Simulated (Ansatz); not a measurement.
# C2H9FSi2: one species, many methods

An exercise on one series of results from a longer session: the logs are not shown, and one member is left open.

Computed with Ansatz 0.2.0, Gaussian basis. Level: functionals in def2-TZVPP, the program's frozen cores in correlated methods.

The runs, in order: PBE-D4, r2SCAN-D4, PBE0-D4, B3LYP-D4, ωB97X-V, ωB97M-V, B2PLYP; CCSD(T)/def2-TZVPP; MP2/def2-QZVPP; extrapolation to the limit.

## The relaxed structure

All runs share one geometry, relaxed beforehand with PBE0-D4 in a triple-zeta def2 set.

SMILES `CC(F)[SiH2][SiH3]`, 14 atoms, charge 0, spin multiplicity 1.

Atoms are counted from 1 here; the program's logs count them from 0.

Bond lengths: C1–C2 1.509 Å, C1–H6 1.093 Å, C1–H7 1.092 Å, C1–H8 1.093 Å, C2–F3 1.403 Å, C2–Si4 1.909 Å, C2–H9 1.097 Å, Si4–Si5 2.339 Å, Si4–H10 1.491 Å, Si4–H11 1.489 Å, Si5–H12 1.489 Å, Si5–H13 1.486 Å, Si5–H14 1.488 Å. Angles: C2–C1–H6 110.1°, C2–C1–H7 111.1°, C2–C1–H8 110.6°, H6–C1–H7 108.2°, H6–C1–H8 108.2°, H7–C1–H8 108.5°, C1–C2–F3 108.9°, C1–C2–Si4 114.5°, C1–C2–H9 109.9°, F3–C2–Si4 107.8°, F3–C2–H9 106.3°, Si4–C2–H9 109.0°, C2–Si4–Si5 110.4°, C2–Si4–H10 107.9°, C2–Si4–H11 108.9°, Si5–Si4–H10 110.5°, Si5–Si4–H11 110.9°, H10–Si4–H11 108.3° and more.

The first run:

in.yaml reads:

```yaml
crystal:
  periodic: [false, false, false]
  atoms:
    - {symbol: C, position_ang: [-1.973862, 0.824318, 0.875359]}
    - {symbol: C, position_ang: [-0.574646, 0.830179, 0.310911]}
    - {symbol: F, position_ang: [0.317018, 1.248050, 1.310312]}
    - {symbol: Si, position_ang: [0.026024, -0.861579, -0.337395]}
    - {symbol: Si, position_ang: [2.302733, -0.769383, -0.864040]}
    - {symbol: H, position_ang: [-2.690913, 0.548834, 0.097580]}
    - {symbol: H, position_ang: [-2.064394, 0.106517, 1.693421]}
    - {symbol: H, position_ang: [-2.240755, 1.815396, 1.251296]}
    - {symbol: H, position_ang: [-0.501178, 1.569304, -0.496541]}
    - {symbol: H, position_ang: [-0.775782, -1.197952, -1.548834]}
    - {symbol: H, position_ang: [-0.238143, -1.897246, 0.699944]}
    - {symbol: H, position_ang: [2.554739, 0.357503, -1.803355]}
    - {symbol: H, position_ang: [3.118431, -0.567898, 0.361519]}
    - {symbol: H, position_ang: [2.727727, -2.035242, -1.521279]}
basis:
  gaussian: {orbitals: def2-TZVPP}
hamiltonian: {xc: pbe, dispersion: d4}
output: {forces: true, orbitals: {seedname: orbitals}}
```

Run with:

```sh
$ ansatz run in.yaml --threads 4 --pin off --events-out ev --progress --plain --max-ram 10444MiB
```

Among the steps run: PBE-D4 (GGA); r2SCAN-D4 (meta-GGA); PBE0-D4 (hybrid); B3LYP-D4 (hybrid); ωB97X-V (range-separated); ωB97M-V (range-separated); B2PLYP (double hybrid); CCSD(T) in def2-TZVPP; MP2 in def2-QZVPP.

One of the session's tables, all rows but one given; the rest of the session is left out.

```
            method  atomisation energy (kcal/mol)
            PBE-D4                         1143.8
         r2SCAN-D4                              ?
           PBE0-D4                         1132.9
          B3LYP-D4                         1136.4
           ωB97X-V                         1143.5
           ωB97M-V                         1138.0
            B2PLYP                         1121.9
     HF/def2-TZVPP                          856.1
    MP2/def2-TZVPP                         1112.6
   CCSD/def2-TZVPP                         1097.9
CCSD(T)/def2-TZVPP                         1110.1
           MP2/CBS                         1139.6
       CCSD(T)/CBS                         1137.1
```

Estimate the missing values for r2SCAN-D4.

The run gave: atomisation energy (kcal/mol): 1137.9. In the column «atomisation energy (kcal/mol)» it lies between CCSD(T)/CBS (1137.1) and ωB97M-V (1138.0).
